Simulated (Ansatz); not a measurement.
# H7NSSn: the cost of one run

Computed with Ansatz 0.2.0, Gaussian basis. Level: PBE0-D4, def2-SVP first, then def2-TZVP.

143 further runs of the same task are left out: 143 set aside as unsound or not needed.

## 1. The starting structure

The guess: 10 atoms, charge 0, spin multiplicity 1.

Atoms are counted from 1 here; the program's logs count them from 0.

Bond lengths: Sn1–H3 1.693 Å, Sn1–H4 1.664 Å, Sn1–H5 1.669 Å, Sn1–N7 2.203 Å, S2–H6 1.653 Å, S2–H8 1.323 Å, H6–N7 1.264 Å, N7–H9 1.013 Å, N7–H10 1.012 Å. Angles: H3–Sn1–H4 106.6°, H3–Sn1–H5 105.9°, H3–Sn1–N7 94.5°, H4–Sn1–H5 123.7°, H4–Sn1–N7 111.2°, H5–Sn1–N7 110.5°, H6–S2–H8 91.8°, S2–H6–N7 147.0°, Sn1–N7–H6 90.9°, Sn1–N7–H9 117.4°, Sn1–N7–H10 115.9°, H6–N7–H9 113.1°, H6–N7–H10 111.1°, H9–N7–H10 107.7°.

As a file:

```xyz
10

Sn   -0.83690    0.46660   -0.79880
S     0.89640    1.25600    1.50030
H    -1.63990   -0.56720   -1.87240
H    -2.00980    1.18030    0.14070
H     0.25900    1.32330   -1.72120
H     0.71180   -0.32990    1.07410
N     0.17380   -1.16160    0.28830
H     2.02860    1.34880    0.82300
H     0.84820   -1.71660   -0.22420
H    -0.43120   -1.79970    0.79020
```

Distances that are to change: Sn1–N7 2.20 Å, S2–H6 1.65 Å, Sn1–S2 2.99 Å, H6–N7 1.26 Å.

## 2. Relaxing the guess with the reacting distances held

hold/in.yaml reads:

```yaml
crystal:
  periodic: [false, false, false]
  atoms:
    - {symbol: Sn, position_ang: [-0.836900, 0.466600, -0.798800]}
    - {symbol: S, position_ang: [0.896400, 1.256000, 1.500300]}
    - {symbol: H, position_ang: [-1.639900, -0.567200, -1.872400]}
    - {symbol: H, position_ang: [-2.009800, 1.180300, 0.140700]}
    - {symbol: H, position_ang: [0.259000, 1.323300, -1.721200]}
    - {symbol: H, position_ang: [0.711800, -0.329900, 1.074100]}
    - {symbol: N, position_ang: [0.173800, -1.161600, 0.288300]}
    - {symbol: H, position_ang: [2.028600, 1.348800, 0.823000]}
    - {symbol: H, position_ang: [0.848200, -1.716600, -0.224200]}
    - {symbol: H, position_ang: [-0.431200, -1.799700, 0.790200]}
basis:
  gaussian: {orbitals: def2-SVP}
hamiltonian: {xc: pbe0, dispersion: d4}
relax: {f_tol: 0.04, max_steps: 150, escape_saddle: false, constraints: [{distance: [0, 6]}, {distance: [1, 5]}, {distance: [0, 1]}, {distance: [5, 6]}]}
```

Launch:

```console
$ ansatz run in.yaml --threads 4 --pin off --events-out ev --progress --plain --max-ram 9574MiB
```

**Question.** How long does this run take on 4 threads of Intel Xeon Platinum 8488C, shared host?

About 14 s.
